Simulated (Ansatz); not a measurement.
# F2H6N2OSi2: one species, many methods

Aim: compute F2H6N2OSi2 with functionals from several rungs and with coupled cluster. The yardstick is the atomisation energy at the CCSD(T) limit.

Program: Ansatz 0.2.0, Gaussian basis. Level of theory: functionals in def2-TZVPP, the program's frozen cores in correlated methods. These are calculated values, not measurements.

Plan: PBE-D4, r2SCAN-D4, PBE0-D4, B3LYP-D4, ωB97X-V, ωB97M-V, B2PLYP; CCSD(T)/def2-TZVPP; MP2/def2-QZVPP; extrapolation to the limit.

### Step 1. Structure used throughout

All runs share one geometry, relaxed beforehand with PBE0-D4 in a triple-zeta def2 set.

SMILES `N[Si@@H](F)O[Si@@H](N)F`, 13 atoms, charge 0, spin multiplicity 1.

Atoms are counted from 1 here; the program's logs count them from 0.

Bond lengths: N1–Si2 1.708 Å, N1–H8 1.009 Å, N1–H9 1.008 Å, Si2–F3 1.591 Å, Si2–O4 1.619 Å, Si2–H10 1.474 Å, O4–Si5 1.632 Å, Si5–N6 1.687 Å, Si5–F7 1.598 Å, Si5–H11 1.472 Å, N6–H12 1.008 Å, N6–H13 1.005 Å. Angles: Si2–N1–H8 119.4°, Si2–N1–H9 118.8°, H8–N1–H9 110.7°, N1–Si2–F3 105.1°, N1–Si2–O4 109.0°, N1–Si2–H10 117.4°, F3–Si2–O4 111.5°, F3–Si2–H10 106.6°, O4–Si2–H10 107.2°, Si2–O4–Si5 140.4°, O4–Si5–N6 108.7°, O4–Si5–F7 105.5°, O4–Si5–H11 111.5°, N6–Si5–F7 113.8°, N6–Si5–H11 111.8°, F7–Si5–H11 105.3°, Si5–N6–H12 120.3°, Si5–N6–H13 123.3° and more.

### Step 2. PBE-D4 (GGA)

in.yaml

```yaml
crystal:
  periodic: [false, false, false]
  atoms:
    - {symbol: N, position_ang: [-0.778321, 1.652343, -0.480856]}
    - {symbol: Si, position_ang: [0.090904, 1.319104, 0.951174]}
    - {symbol: F, position_ang: [-1.020423, 1.085803, 2.065773]}
    - {symbol: O, position_ang: [0.990892, -0.007283, 0.724576]}
    - {symbol: Si, position_ang: [0.936434, -1.448890, -0.037761]}
    - {symbol: N, position_ang: [-0.618693, -1.676806, -0.651512]}
    - {symbol: F, position_ang: [2.070192, -1.381424, -1.161399]}
    - {symbol: H, position_ang: [-0.274033, 1.840541, -1.333750]}
    - {symbol: H, position_ang: [-1.607008, 2.224037, -0.423922]}
    - {symbol: H, position_ang: [0.986443, 2.372055, 1.462680]}
    - {symbol: H, position_ang: [1.337842, -2.547839, 0.855029]}
    - {symbol: H, position_ang: [-1.177537, -0.884581, -0.929078]}
    - {symbol: H, position_ang: [-0.936693, -2.547040, -1.040945]}
basis:
  gaussian: {orbitals: def2-TZVPP}
hamiltonian: {xc: pbe, dispersion: d4}
output: {forces: true, orbitals: {seedname: orbitals}}
```

Command:

```bash
> ansatz run in.yaml --threads 2 --pin off --events-out ev --progress --plain --max-ram 32768MiB --backend cuda --devices 0, --max-vram 18GiB
```

After this run come: r2SCAN-D4 (meta-GGA); PBE0-D4 (hybrid); B3LYP-D4 (hybrid); ωB97X-V (range-separated); ωB97M-V (range-separated); B2PLYP (double hybrid); CCSD(T) in def2-TZVPP; MP2 in def2-QZVPP.

Before running them: what should the planned runs give, taken together? Wanted: atomisation energy, CCSD(T)/CBS; farthest; mean size of error, hybrid; mean size of error, range-separated; gap, smallest and largest; T1 diagnostic; triples share of the correlation energy.

The runs gave:

| quantity | value |
| --- | --- |
| atomisation energy, CCSD(T)/CBS | 5161.7 kJ/mol |
| functionals within 25.8 kJ/mol (0.5 %) | PBE-D4, ωB97X-V, ωB97M-V |
| farthest | PBE0-D4 (-94.0 kJ/mol) |
| mean size of error, hybrid | 65.6 kJ/mol |
| mean size of error, range-separated | 4.5 kJ/mol |
| gap, smallest and largest | 6.22 eV (PBE-D4), 12.95 eV (ωB97X-V) |
| T1 diagnostic | 0.0113 |
| triples share of the correlation energy | 3.2 % |

What this shows: PBE-D4 is off by +12.8 kJ/mol. Double hybrids carry the basis error of their MP2 part in triple zeta, and no dispersion term here, so their miss is partly the set-up's. The reference freezes the cores and leaves out relativity and excitations past (T), so misses under about 25.8 kJ/mol can't be ranked. Hartree-Fock recovers 71 % of the binding; the rest is correlation. The gap grows from 6.2 to 13.0 eV across the functionals, mostly with the share of exact exchange.
